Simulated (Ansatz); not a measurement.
# Ge2RuW4: the cost of one run

Method: DFT PBE, scalar-relativistic, plane waves, PAW, unless a step names another level, in Ansatz 0.2.0.

2 further runs of the same task are left out: 2 that didn't finish.

## (1) The structure to begin with

It takes space group R-3m (No. 166, trigonal). The conventional cell has a = 4.394 Å, b = 4.394 Å, c = 19.294 Å, α = 90.00°, β = 90.00°, γ = 120.00°. Ge (site symmetry 3m) has 3 Ru at 2.70 Å and 5 W at 2.71 to 2.80 Å as nearest neighbours. Around Ru (site symmetry -3m) lie 6 Ge at 2.70 Å and 2 W at 2.76 Å. W (site symmetry 3m) is surrounded by 4 W at 2.67 to 2.69 Å and 4 Ge at 2.71 to 2.80 Å. W (site symmetry 3m) is surrounded by 6 W at 2.69 to 2.70 Å and 1 Ge at 2.75 Å and 1 Ru at 2.76 Å.

Structure file:

```cif
data_structure
_symmetry_space_group_name_H-M 'R-3m:H'
_symmetry_Int_Tables_number 166
_cell_length_a 4.3943
_cell_length_b 4.3943
_cell_length_c 19.2936
_cell_angle_alpha 90.000
_cell_angle_beta 90.000
_cell_angle_gamma 120.000
_cell_volume 322.65
loop_
_atom_site_label
_atom_site_type_symbol
_atom_site_symmetry_multiplicity
_atom_site_Wyckoff_symbol
_atom_site_fract_x
_atom_site_fract_y
_atom_site_fract_z
_atom_site_occupancy
Ge1 Ge 6 c 0.33333 0.66667 0.95219 1
Ru1 Ru 3 a 0.00000 0.00000 0.00000 1
W1 W 6 c 0.66667 0.33333 0.90259 1
W2 W 6 c 0.33333 0.66667 0.80972 1
```

It came out lowest among 18 distinct ends of the trial cells. At a tolerance of 0.05 Å it has space group R-3m (No. 166).

## (2) Relaxing to 0.001 eV/Å, on the response runs' mesh and smearing

Contents of input.yaml:

```yaml
crystal:
  lattice:
    - [2.1971658428, 1.2685342908, 6.4312000483]
    - [-2.1971658428, 1.2685342908, 6.4312000483]
    - [0.0, -2.5370685816, 6.4312000483]
  atoms:
    - { symbol: Ge, position: [0.2855231572, 0.2855231572, 0.2855231572] }
    - { symbol: Ge, position: [0.7144768428, 0.7144768428, 0.7144768428] }
    - { symbol: Ru, position: [0.0, 0.0, 0.0] }
    - { symbol: W, position: [0.5692613575, 0.5692613575, 0.5692613575] }
    - { symbol: W, position: [0.1430516834, 0.1430516834, 0.1430516834] }
    - { symbol: W, position: [0.8569483166, 0.8569483166, 0.8569483166] }
    - { symbol: W, position: [0.4307386425, 0.4307386425, 0.4307386425] }
basis:
  ecutwfc: 420
kpoints:
  mp_grid: { grid: [12, 12, 12] }
hamiltonian:
  xc: pbe
scf:
  occupations: { method: gaussian, width: 0.1 }
output:
  forces: true
  stress: true
  eigenvalues: true
relax:
  adjacent_minimum: "off"
  f_tol: 0.001
  max_steps: 60
  cell: { stress_tol: 0.01 }
```

Started as:

```console
ansatz run input.yaml --threads 3 --pin off --max-ram 7680MiB --backend cpu --events-out ev --progress --plain --runs-dir out
```

What time and memory should one allow on 3 threads of Intel Xeon at 2.70GHz, shared host?

About 2.3 min, with a peak of 1.1 GiB.
